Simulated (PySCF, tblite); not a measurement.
# C₅H₁₁BO₂S: geometry, infrared bands and NMR shifts

Aim: predict the infrared bands and NMR shifts of C₅H₁₁BO₂S (`CB(C)C[S@@](=O)CC=O`).

Programs: tblite 0.8.0 and PySCF 2.14.0, with density-fitted response routines of our own. Each step states its level of theory. These are calculated values for one molecule in the gas phase, unless marked as measured. Atoms are numbered from 0 throughout.

### Step 1. The starting structure

20 atoms, charge 0, multiplicity 1; geometry from: force field or distance geometry start.

Bonds of the start (Å): C0–B1 1.63, B1–C2 1.60, B1–C3 1.60, C3–S4 1.78, S4–O5 1.50, S4–C6 1.76, C6–C7 1.49, C7–O8 1.24, C0–H9 1.08, C0–H10 1.12, C0–H11 1.10, C2–H12 1.11, C2–H13 1.10, C2–H14 1.11, C3–H15 1.09, C3–H16 1.10, C6–H17 1.12, C6–H18 1.10, C7–H19 1.08.

### Step 2. Relaxing the molecule with GFN2-xTB

What the job is given:

```
{"job": {"kind": "relax", "xc": "GFN2-xTB", "basis": "xTB"}, "charge": 0, "multiplicity": 1}
C      2.579100    -0.758700    -0.117300
B      1.176100     0.074000    -0.218900
C      1.383100     1.655700    -0.086900
C      0.118100    -0.578800    -1.221400
S     -1.231000    -1.380900    -0.383900
O     -0.930000    -2.768600     0.111300
C     -2.247300    -0.371900     0.638900
C     -2.913500     0.747300    -0.088900
O     -4.089600     0.531500    -0.432500
H      3.286600    -0.231200     0.511300
H      2.318400    -1.780100     0.249300
H      2.929000    -0.771100    -1.161000
H      1.474100     2.114100    -1.096000
H      2.345100     1.819100     0.425500
H      0.540100     2.143400     0.455100
H     -0.174500     0.204800    -1.920500
H      0.652600    -1.347300    -1.798700
H     -3.065600    -1.017300     1.045200
H     -1.730100     0.041400     1.521900
H     -2.426000     1.685400    -0.319400
```

On the command line:

```sh
OMP_NUM_THREADS=1 python probes_run.py task.json out
```

One launch serves the whole session: the jobs run in the order shown.

**Question.** This job is followed by: GFN2-xTB harmonic vibrations, gas phase; GIAO PBE0/pcSseg-1 NMR shielding, non-relativistic, gas phase. What will the session give for the following? strongest single infrared mode (GFN2-xTB); zero-point energy (GFN2-xTB); 13C shifts against TMS (PBE0/pcSseg-1, means over atoms taken as alike); 1H shifts against TMS (PBE0/pcSseg-1, means over atoms taken as alike); 11B shifts against BF3·OEt2 (PBE0/pcSseg-1); 33S shifts against CS2 (PBE0/pcSseg-1); 17O shifts against H2O (PBE0/pcSseg-1).

As calculated:

| quantity | value |
| --- | --- |
| strongest single infrared mode (GFN2-xTB) | 1747 cm⁻¹, 393 km/mol |
| zero-point energy (GFN2-xTB) | 96.7 kcal/mol |
| 13C shifts against TMS (PBE0/pcSseg-1, means over atoms taken as alike) | 196.7, 71.9, 53.9, 20.4 ppm |
| 1H shifts against TMS (PBE0/pcSseg-1, means over atoms taken as alike) | 10.06, 3.74, 3.44, 2.86, 2.40, 1.35 ppm |
| 11B shifts against BF3·OEt2 (PBE0/pcSseg-1) | 85.2 ppm |
| 33S shifts against CS2 (PBE0/pcSseg-1) | 366 ppm |
| 17O shifts against H2O (PBE0/pcSseg-1) | 742.3, 120.2 ppm |

**Reading.** Over 180 steps the energy fell by 2.366 eV; of the close pairs, S4–C6 changed most, 1.760 to 1.899 Å. All 54 modes are real, so the xTB geometry is a minimum. The strongest single mode, at 1747 cm⁻¹, moves mainly C7 and O8. GFN2-xTB is a fitted tight-binding method: band positions and strengths are rough. Its intensities can rank the bands wrongly. The most deshielded carbon is C7 (aldehyde carbonyl carbon), at 196.7 ppm: the double bond to the heteroatom, with no lone-pair donor beside it, deshields it most. H19 (hydrogen on an aldehyde carbonyl carbon) lies farthest downfield among hydrogen, at 10.06 ppm; deshielded by the polar, anisotropic C=O bond. At PBE0/pcSseg-1: The widest tensor belongs to O8: span 1473 ppm, with a paramagnetic part of -801 ppm.
